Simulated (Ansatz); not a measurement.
# Alloy of InP and GaP (8 of 32 In sites exchanged), 64 atoms

Wanted: the relaxed alloy cell and its gap (PBEsol and HSE06).

Method: density functional theory in Ansatz 0.2.0, PAW datasets, plane waves.

### Step 1. The starting cell

64 atoms (24 In, 8 Ga, 32 P); a = 11.536 Å, b = 11.536 Å, c = 11.536 Å, α = 90.00°, β = 90.00°, γ = 90.00°. All atoms were shaken off their sites by about 0.02 Å along each axis.

Plan of the steps: (2) PBEsol cell relaxation at the single k point (¼, ¼, ¼), on 1 × NVIDIA H100 80GB HBM3 with 4 threads of AMD EPYC 7R13; (3) HSE06 single point at the single k point (¼, ¼, ¼), on 1 × NVIDIA H100 80GB HBM3 with 4 threads of AMD EPYC 7R13.

### Step 2. PBEsol relaxation of the cell and the positions

The input, in.yaml:

```yaml
crystal:
  lattice:
    - [11.536259, 0.000000, 0.000000]
    - [0.000000, 11.536259, 0.000000]
    - [0.000000, 0.000000, 11.536259]
  atoms:
    - { symbol: In, position: [0.999410, 0.001541, 0.000912] }
    - { symbol: In, position: [0.001382, 0.999790, 0.501831] }
    - { symbol: In, position: [0.001877, 0.498996, 0.999027] }
    - { symbol: In, position: [0.002871, 0.499327, 0.499504] }
    - { symbol: In, position: [0.502551, 0.998005, 0.996423] }
    - { symbol: In, position: [0.501542, 0.499491, 0.000793] }
    - { symbol: In, position: [0.500991, 0.497777, 0.497978] }
    - { symbol: In, position: [0.249398, 0.246393, 0.000284] }
    - { symbol: In, position: [0.249539, 0.251180, 0.501928] }
    - { symbol: In, position: [0.248508, 0.751336, 0.000298] }
    - { symbol: In, position: [0.750985, 0.249707, 0.998258] }
    - { symbol: In, position: [0.747534, 0.249542, 0.498604] }
    - { symbol: In, position: [0.747917, 0.748876, 0.501462] }
    - { symbol: In, position: [0.249622, 0.002392, 0.252920] }
    - { symbol: In, position: [0.249647, 0.996761, 0.750558] }
    - { symbol: In, position: [0.748839, 0.996583, 0.248063] }
    - { symbol: In, position: [0.750348, 0.002047, 0.752041] }
    - { symbol: In, position: [0.749289, 0.499272, 0.252560] }
    - { symbol: In, position: [0.748300, 0.501889, 0.746910] }
    - { symbol: In, position: [0.000639, 0.251677, 0.250846] }
    - { symbol: In, position: [0.999601, 0.251587, 0.751501] }
    - { symbol: In, position: [0.999494, 0.752596, 0.747465] }
    - { symbol: In, position: [0.500174, 0.248133, 0.251166] }
    - { symbol: In, position: [0.498972, 0.752481, 0.249980] }
    - { symbol: Ga, position: [0.498049, 0.999340, 0.503018] }
    - { symbol: Ga, position: [0.249523, 0.745591, 0.501565] }
    - { symbol: Ga, position: [0.749984, 0.747069, 0.997349] }
    - { symbol: Ga, position: [0.248232, 0.500093, 0.251590] }
    - { symbol: Ga, position: [0.250570, 0.500344, 0.747985] }
    - { symbol: Ga, position: [0.998363, 0.753279, 0.248590] }
    - { symbol: Ga, position: [0.499139, 0.251647, 0.748523] }
    - { symbol: Ga, position: [0.502050, 0.751269, 0.748933] }
    - { symbol: P, position: [0.125402, 0.127507, 0.125020] }
    - { symbol: P, position: [0.123826, 0.124272, 0.622863] }
    - { symbol: P, position: [0.126539, 0.626994, 0.123624] }
    - { symbol: P, position: [0.127949, 0.625507, 0.625996] }
    - { symbol: P, position: [0.625913, 0.121711, 0.125369] }
    - { symbol: P, position: [0.624292, 0.123667, 0.625777] }
    - { symbol: P, position: [0.625763, 0.625767, 0.122657] }
    - { symbol: P, position: [0.623923, 0.627698, 0.625559] }
    - { symbol: P, position: [0.372267, 0.375196, 0.126339] }
    - { symbol: P, position: [0.373583, 0.375396, 0.625700] }
    - { symbol: P, position: [0.376721, 0.875518, 0.123651] }
    - { symbol: P, position: [0.374916, 0.875295, 0.625259] }
    - { symbol: P, position: [0.873948, 0.376585, 0.123237] }
    - { symbol: P, position: [0.874322, 0.376960, 0.623694] }
    - { symbol: P, position: [0.876703, 0.877345, 0.125138] }
    - { symbol: P, position: [0.872713, 0.875931, 0.623635] }
    - { symbol: P, position: [0.377562, 0.127734, 0.374979] }
    - { symbol: P, position: [0.374110, 0.123107, 0.873195] }
    - { symbol: P, position: [0.376442, 0.625134, 0.373438] }
    - { symbol: P, position: [0.373388, 0.627679, 0.877287] }
    - { symbol: P, position: [0.874891, 0.124658, 0.375769] }
    - { symbol: P, position: [0.873095, 0.122208, 0.873934] }
    - { symbol: P, position: [0.876613, 0.623190, 0.374233] }
    - { symbol: P, position: [0.872719, 0.625833, 0.875319] }
    - { symbol: P, position: [0.127933, 0.375182, 0.371889] }
    - { symbol: P, position: [0.126503, 0.375780, 0.874021] }
    - { symbol: P, position: [0.129563, 0.874717, 0.374244] }
    - { symbol: P, position: [0.123606, 0.876561, 0.874849] }
    - { symbol: P, position: [0.623527, 0.373093, 0.376450] }
    - { symbol: P, position: [0.622805, 0.373162, 0.872894] }
    - { symbol: P, position: [0.626273, 0.872792, 0.373955] }
    - { symbol: P, position: [0.625654, 0.875782, 0.872790] }
  symmetry: { detect: false }
kpoints:
  mp_grid: { grid: [1, 1, 1], shift: [0.25, 0.25, 0.25] }
hamiltonian:
  xc: pbesol
scf:
  occupations: { method: fermi_dirac, width: 0.01 }
relax:
  f_tol: 0.03
  max_steps: 80
  escape_saddle: false
  adjacent_minimum: "off"
  cell: { fix: [shape] }
output:
  forces: true
  eigenvalues: true
  populations: true
```

On the command line:

```bash
$ ansatz run in.yaml --threads 4 --pin off --max-ram 42750MiB --runs-dir r --events-out ev --progress --plain --backend cuda --devices 0, --max-vram 37GiB
```

Output:

```text
Pseudopotentials: kind: paw
Functional definition: PBEsol
  exchange = pbesol_x
  correlation = pbesol_c
Crystal: 64 atoms, lattice volume = 1535.306 Å³
Basis set: ecut = 420 eV, 30047 PW (Γ), exchange–correlation on 160×160×160 points (8 copies of the dense FFT grid, shifted against one another)
Bands: 352, of which v1, the nominal top of the filled ones, is band 288 counted from 1 (287 counted from 0)
Symmetry: 1 space group operations
k-points: 1
Non-local potential: In, projectors of the file, l = 0: 2, l = 1: 2, l = 2: 2, l = 3: 2
Non-local potential: Ga, projectors of the file, l = 0: 2, l = 1: 2, l = 2: 3, l = 3: 1
Non-local potential: P, projectors of the file, l = 0: 2, l = 1: 2, l = 2: 2
PAW form: soft (Blöchl's): semilocal exchange-correlation on the pseudo side does not see the compensation charge
PAW frozen core: In, regenerated for the run's functional, and the local potential with it (the file was generated under x = pbe(κ = 0.804, μ = 0.2195149727645171), c = pbe(β = 0.06672455060314922))
PAW frozen core: Ga, regenerated for the run's functional, and the local potential with it (the file was generated under x = pbe(κ = 0.804, μ = 0.2195149727645171), c = pbe(β = 0.06672455060314922))
PAW frozen core: P, regenerated for the run's functional, and the local potential with it (the file was generated under x = pbe(κ = 0.804, μ = 0.2195149727645171), c = pbe(β = 0.06672455060314922))
PAW one-centre angular grid: In, 590 points (default); XC on 64 Gauss nodes
PAW one-centre angular grid: Ga, 590 points (default); XC on 64 Gauss nodes
PAW one-centre angular grid: P, 110 points (default); XC on 64 Gauss nodes
Initial density: superposition of atomic densities (neutral atoms: chi_scale 0, normalization atom), corrected by the library's trained network
Initial wavefunctions: pseudopotential atomic-orbital guess
Functional: x = pbesol(κ = 0.804, μ = 0.12345679012345678), c = pbesol(β = 0.046)
SCF iter   1: F=—  HF=-186250.158004 eV  |F-HF|=—  |Δ(HF+E_count)|=         —  Δρ=5.73e-3  dr2=7.55e-1  ethr=1.77e-3  ⟨swp⟩=8.0  Hψ=1620  notcnv=0  defer=6
preconditioner: auto → Resta (q_TF=auto, 2.317 Å⁻¹)  ε∞=3.9  [insulator: Δε(μ)=1.558 eV  Ē_g=13.327 eV  σ=0.010 eV  W_gap=1.00  n_scr=340 (ndim 8)  ℏωp=22.7 eV  f_vac=0.018  D(μ)=0.00/eV (n_scr^D=0)  ε∞_Penn≈3.9]
SCF iter   2: F=—  HF=-186249.937559 eV  |F-HF|=—  |Δ(HF+E_count)|=   2.20e-1  Δρ=2.44e-3  dr2=1.41e-1  ethr=1.31e-4  ⟨swp⟩=2.0  Hψ=481  notcnv=0  defer=59
SCF iter   3: F=—  HF=-186249.907479 eV  |F-HF|=—  |Δ(HF+E_count)|=   3.01e-2  Δρ=5.28e-4  dr2=6.18e-3  ethr=2.45e-5  ⟨swp⟩=3.0  Hψ=430  notcnv=0  defer=59
SCF iter   4: F=—  HF=-186249.911893 eV  |F-HF|=—  |Δ(HF+E_count)|=   4.41e-3  Δρ=2.65e-4  dr2=1.58e-3  ethr=1.07e-6  ⟨swp⟩=2.0  Hψ=586  notcnv=0  defer=59
SCF iter   5: F=—  HF=-186249.908817 eV  |F-HF|=—  |Δ(HF+E_count)|=   3.08e-3  Δρ=7.92e-5  dr2=1.37e-4  ethr=2.74e-7  ⟨swp⟩=2.0  Hψ=581  notcnv=0  defer=59
SCF iter   6: F=—  HF=-186249.908903 eV  |F-HF|=—  |Δ(HF+E_count)|=   8.60e-5  Δρ=2.74e-5  dr2=1.67e-5  ethr=2.38e-8  ⟨swp⟩=2.0  Hψ=581  notcnv=0  defer=59
SCF iter   7: F=—  HF=-186249.910105 eV  |F-HF|=—  |Δ(HF+E_count)|=   1.20e-3  Δρ=8.96e-6  dr2=1.64e-6  ethr=2.90e-9  ⟨swp⟩=2.0  Hψ=640  notcnv=0  defer=59
SCF iter   8: F=—  HF=-186249.910106 eV  |F-HF|=—  |Δ(HF+E_count)|=   1.01e-6  Δρ=2.36e-6  dr2=1.77e-7  ethr=2.84e-10  ⟨swp⟩=3.0  Hψ=587  notcnv=0  defer=59
SCF iter   9: F=-186249.910106 eV  HF=-186249.910106 eV  |F-HF|=1.34e-9  |Δ(HF+E_count)|=   7.75e-8  Δρ=1.01e-6  dr2=1.98e-8  ethr=1.74e-11  ⟨swp⟩=13.0  Hψ=1857  notcnv=0
SCF 1 converged in 9 iterations: F = -186249.910106 eV  dr2 = 1.98e-8
relax step   1: F+E_penalty+E_count = -186249.91010620 eV  Δ(F+E_penalty+E_count) = +0.000e0 eV  max|allowed force component| = 1.679e0 eV/Å  Δτ_max = 0.0000 Å  P = +0.735 GPa  Ω = 1535.306 Å³  fix = [alpha, beta, gamma, b/a, c/a]  reactions: b/a -0.035, c/a -0.002 GPa; alpha +0.530, beta +0.596, gamma +0.285 GPa/rad  (9 SCF iters, dr2 threshold 1.00e-7 eV, accepted)
[... 14 lines left out ...]
relax step   2: F+E_penalty+E_count = -186252.21081622 eV  Δ(F+E_penalty+E_count) = -2.301e0 eV  max|allowed force component| = 1.961e-1 eV/Å  Δτ_max = 0.1982 Å  P = -0.672 GPa  Ω = 1550.007 Å³  energy of the carried Pulay correction = -3.438e-3 eV  fix = [alpha, beta, gamma, b/a, c/a]  reactions: b/a -0.004, c/a -0.001 GPa; alpha +0.451, beta +0.479, gamma +0.408 GPa/rad  (7 SCF iters, dr2 thresh [...]
[... 5 lines left out ...]
relax step   3: F+E_penalty+E_count = -186252.28693386 eV  Δ(F+E_penalty+E_count) = -7.612e-2 eV  max|allowed force component| = 4.465e-2 eV/Å  Δτ_max = 0.0360 Å  P = +0.048 GPa  Ω = 1533.753 Å³  energy of the carried Pulay correction = +3.651e-4 eV  fix = [alpha, beta, gamma, b/a, c/a]  reactions: b/a -0.005, c/a -0.001 GPa; alpha +0.448, beta +0.496, gamma +0.448 GPa/rad  (6 SCF iters, dr2 thres [...]
[... 10 lines left out ...]
relax step   4: F+E_penalty+E_count = -186252.28891514 eV  Δ(F+E_penalty+E_count) = -1.981e-3 eV  max|allowed force component| = 1.526e-2 eV/Å  Δτ_max = 0.0087 Å  P = +0.003 GPa  Ω = 1534.686 Å³  energy of the carried Pulay correction = +1.457e-4 eV  fix = [alpha, beta, gamma, b/a, c/a]  reactions: b/a -0.004, c/a -0.001 GPa; alpha +0.446, beta +0.495, gamma +0.432 GPa/rad  (6 SCF iters, dr2 thres [...]
[... 9 lines left out ...]
relax step   5: F+E_penalty+E_count = -186252.28891517 eV  Δ(F+E_penalty+E_count) = -2.672e-8 eV  max|allowed force component| = 1.526e-2 eV/Å  Δτ_max = 0.0000 Å  P = +0.002 GPa  Ω = 1534.686 Å³  fix = [alpha, beta, gamma, b/a, c/a]  reactions: b/a -0.004, c/a -0.001 GPa; alpha +0.446, beta +0.495, gamma +0.432 GPa/rad  stress off target by 2.32e-3 GPa on what of the cell is left free  SCF on the [...]
SCF converged after 5 iterations
Free energy (F): -186252.288915 eV
Harris-Foulkes:  -186252.288915 eV  (|F-HF|=1.75e-10)
Internal energy: -186252.288915 eV  (E = F + TS)
E sigma→0 (E₀):  -186252.288915 eV
Fermi energy:    7.542508 eV
--- Per-component energies (eV) ---
  E_band       = -1787.137135
  E_kinetic    = 9010.369050
  E_local      = -51553.148046  (includes V_loc(G=0)·N_el)
  E_nonlocal   = 13349.015169
  E_hartree    = 21519.883381
  E_xc         = -7613.823763
  E_vxc        = -4793.256518  (∫ρ·V_xc dr)
  E_paw        = -131369.275401  (= ΣΔE_a)
  E_vpaw       = -10839.882943  (= ΣTr[D̂ρ^β])
  E_aug_tail   = -0.000182  (compensation charges beyond the density's cutoff)
  E_ewald      = -39609.349680
  E_core_change = 14.040557  (= ΣΔE_core)
  E_smearing   = -0.000000  (= −TS)
  E_closure    = 0.000000  (closes the sum)
  Σ components = -186252.288915   (vs F -186252.288915, Δ=0.00e0)
--- Forces (eV/Å), atoms counted from 1 ---
  atom   1  In    -0.00424635     0.00589134    -0.00300430
  atom   2  In     0.00556171     0.00339527    -0.00735053
  atom   3  In     0.00416131    -0.00627997    -0.00151764
  atom   4  In     0.00199134     0.00346315    -0.00559218
  atom   5  In    -0.00053231     0.01058998    -0.00168382
  atom   6  In     0.01328124    -0.00145136    -0.00888911
  atom   7  In    -0.00340649    -0.01113713    -0.00023281
  atom   8  In    -0.00702722     0.00382233    -0.00608482
  atom   9  In    -0.00064352     0.01521642    -0.00608336
  atom  10  In    -0.00810776    -0.01146756    -0.00447656
  atom  11  In    -0.00181705     0.01432329    -0.00275510
  atom  12  In    -0.00292239    -0.00206848    -0.00037930
  atom  13  In    -0.00136202    -0.01030434    -0.00702372
  atom  14  In    -0.00921928     0.00626526     0.01077351
  atom  15  In    -0.00437518     0.00371053     0.00048891
  atom  16  In    -0.00430408     0.00230240     0.00394844
  atom  17  In     0.00317043     0.00746115    -0.01204056
  atom  18  In     0.00310879    -0.00641965     0.00446128
  atom  19  In    -0.00801777    -0.00169909     0.00250653
  atom  20  In     0.00099482     0.00840693     0.00328150
  atom  21  In     0.00275177     0.00310818    -0.00409020
  atom  22  In    -0.00142338    -0.00680808    -0.00860520
  atom  23  In     0.00459111    -0.00490713     0.00620424
  atom  24  In     0.00480476    -0.00784715     0.00400113
  atom  25  Ga     0.00770079     0.00289005     0.00071174
  atom  26  Ga    -0.00706661    -0.00368672    -0.00092026
  atom  27  Ga    -0.00009956     0.00179412    -0.00366771
  atom  28  Ga    -0.00583306     0.00315744     0.00028555
  atom  29  Ga    -0.00645179    -0.01117893    -0.01231385
  atom  30  Ga     0.00631880    -0.01247057     0.00614475
  atom  31  Ga     0.00779981     0.00852903    -0.01366190
  atom  32  Ga     0.00145785    -0.00867083    -0.00249735
  atom  33  P      0.00709692    -0.00677835     0.00050697
  atom  34  P     -0.00261522    -0.00540300     0.00069331
  atom  35  P      0.00517399     0.00540546    -0.00022611
  atom  36  P      0.00268983     0.00118021     0.00328934
  atom  37  P      0.00035465    -0.00564892     0.00169213
  atom  38  P     -0.00302135    -0.00485302     0.00121838
  atom  39  P     -0.01090660     0.00099259     0.00219088
  atom  40  P      0.00922548     0.00735124    -0.00149462
  atom  41  P     -0.00275592     0.00373760     0.00279447
  atom  42  P      0.00473167    -0.00254592     0.00593191
  atom  43  P      0.00977472     0.00004970    -0.00546941
  atom  44  P      0.00063404    -0.00073143     0.00469997
  atom  45  P     -0.00187634    -0.00556764    -0.00285584
  atom  46  P      0.00430409    -0.00079245     0.00099795
  atom  47  P     -0.00010023     0.00271564    -0.00224393
  atom  48  P     -0.00279061     0.00074809     0.01440566
  atom  49  P     -0.00504759    -0.00164556    -0.00593227
  atom  50  P     -0.00398621    -0.01526187     0.01215258
  atom  51  P      0.00303289     0.00457643    -0.00464560
  atom  52  P      0.00115513     0.01258245     0.01138095
  atom  53  P      0.00323628    -0.00278390     0.00396027
  atom  54  P      0.00308027    -0.00996344     0.00526938
  atom  55  P     -0.00762663     0.00335417     0.00482116
  atom  56  P      0.00090288     0.00385788    -0.00043540
  atom  57  P     -0.00055598    -0.01354782     0.00750284
  atom  58  P     -0.00343700     0.00591498     0.00578925
  atom  59  P      0.00012118     0.00762293    -0.00284840
  atom  60  P      0.00077981     0.00543638     0.00042592
  atom  61  P     -0.00366498     0.01064070    -0.00441375
  atom  62  P      0.00510849    -0.00158966     0.00810314
  atom  63  P     -0.00272408     0.00731454    -0.00142939
  atom  64  P     -0.00113433    -0.00430025     0.00423043
  max |Σ_I F_I| component: 2.37e-6 eV/Å
--- Stress (GPa, compression-positive) ---
        0.006789      -0.432092      -0.494558
       -0.432092      -0.001340      -0.445705
       -0.494558      -0.445705       0.001518
  P = ⅓ Tr σ = 0.0023 GPa (0.023 kbar)
--- Band table (eV) ---
  k-point 0: bands = [... 276 lower levels ..., "5.8762", "5.8985", "5.9411", "5.9605", "5.9830", "6.0329", "6.0596", "6.2423", "6.2991", "6.3508", "6.7102", "6.7159", "8.3646", "8.5523", "8.7761", "8.7941", "8.8152", "9.0181", "9.1032", "9.1565", "9.1786", "9.2083", "9.2485", "9.2923", ... 52 higher levels ...]
--- Relaxed structure (4 steps of the walk, 4 accepted, 1 SCFs on fresh bases) ---
  F+E_penalty+E_count = -186252.28891517 eV   max|allowed force component| = 1.526e-2 eV/Å   (the final SCF, on the basis selected at the relaxed cell)
  cell:  # Å, volume = 1534.6861 Å³
    - [11.53470576093823, -3.876446695795208e-143, -1.9558512084945923e-111]
    - [-3.876446695795208e-143, 11.53470576093823, 1.8695248228185332e-143]
    - [-1.9558512084945923e-111, 1.8695248228185332e-143, 11.53470576093823]
  atoms:
    - { symbol: In, position: [0.9979861617631396, -0.004535484391802456, 0.0026814970080709442] }
    - { symbol: In, position: [0.0027238067573006793, 0.9953743684455905, 0.4975346660730818] }
[... 62 atoms left out; the next input holds them all, rounded ...]
--- Löwdin populations: 64 sites ---
  site symbol       q [e]
     0     In     12.7321
     1     In     12.7375
     2     In     12.7358
     3     In     12.7282
     4     In     12.7366
     5     In     12.7300
     6     In     12.7325
     7     In     12.7247
     8     In     12.7346
     9     In     12.7324
    10     In     12.7401
    11     In     12.7247
    12     In     12.7354
    13     In     12.7316
    14     In     12.7274
    15     In     12.7314
    16     In     12.7286
    17     In     12.7327
    18     In     12.7331
    19     In     12.7332
    20     In     12.7276
    21     In     12.7283
    22     In     12.7254
    23     In     12.7295
    24     Ga     12.9676
    25     Ga     12.9565
    26     Ga     12.9598
    27     Ga     12.9687
    28     Ga     12.9678
    29     Ga     12.9576
    30     Ga     12.9691
    31     Ga     12.9584
    32      P      5.2266
    33      P      5.2288
    34      P      5.1052
    35      P      5.1041
    36      P      5.2278
    37      P      5.1062
    38      P      5.1612
    39      P      5.1631
    40      P      5.1638
    41      P      5.1062
    42      P      5.2282
    43      P      5.0500
    44      P      5.2294
    45      P      5.2253
    46      P      5.1099
    47      P      5.2286
    48      P      5.1638
    49      P      5.1603
    50      P      5.1033
    51      P      5.1048
    52      P      5.2264
    53      P      5.2258
    54      P      5.1626
    55      P      5.1626
    56      P      5.1643
    57      P      5.1651
    58      P      5.1094
    59      P      5.2269
    60      P      5.2260
    61      P      5.1663
    62      P      5.1636
    63      P      5.1099
  spilling = 0.002492 (of n_electrons = 576.000000)
```

Run time: 7.8 s. Hardware: 1 × NVIDIA H100 80GB HBM3 with 4 threads of AMD EPYC 7R13, shared host; peak host memory 1.6 GiB.

Recorded steps of the relaxation (solves on a freshly chosen basis count as rows, and their energies jump a little):

| accepted step | energy change (eV) | largest force component (eV/Å) | SCF cycles | pressure (GPa) |
| --- | --- | --- | --- | --- |
| 1 | 0.000 | 1.679 | 9 | 0.74 |
| 2 | -2.301 | 0.196 | 7 | -0.67 |
| 3 | -2.377 | 0.045 | 6 | 0.05 |
| 4 | -2.379 | 0.015 | 6 | 0.00 |
| 5 | -2.379 | 0.015 | 5 | 0.00 |

Largest shifts, less the median shift:

| atom | shift (Å) | dx | dy | dz |
| --- | --- | --- | --- | --- |
| P47 | 0.214 | -0.034 | -0.211 | 0.010 |
| P64 | 0.199 | -0.038 | -0.195 | 0.010 |
| P59 | 0.194 | -0.058 | -0.184 | 0.019 |
| P38 | 0.193 | -0.193 | -0.006 | 0.000 |
| P52 | 0.190 | 0.006 | -0.014 | -0.189 |
| P63 | 0.188 | -0.115 | 0.107 | 0.103 |
| P35 | 0.170 | -0.009 | -0.013 | 0.169 |
| P58 | 0.168 | 0.065 | 0.139 | -0.068 |

|  | before | after | change |
| --- | --- | --- | --- |
| a (Å) | 11.536 | 11.535 | -0.01 % |
| b (Å) | 11.536 | 11.535 | -0.01 % |
| c (Å) | 11.536 | 11.535 | -0.01 % |
| volume (Å³/atom) | 23.989 | 23.979 | -0.04 % |

Bonds in the relaxed cell, counted within a distance cut:

| pair | count | mean (Å) | spread (Å) | least | most |
| --- | --- | --- | --- | --- | --- |
| Ga–P | 32 | 2.390 | 0.021 | 2.357 | 2.438 |
| In–P | 96 | 2.536 | 0.014 | 2.501 | 2.563 |

At the single k point (¼, ¼, ¼) the filled levels end at 6.716 eV and the empty ones begin at 8.365 eV, a spacing of 1.65 eV.

(Part 1 of 2 ends here.)
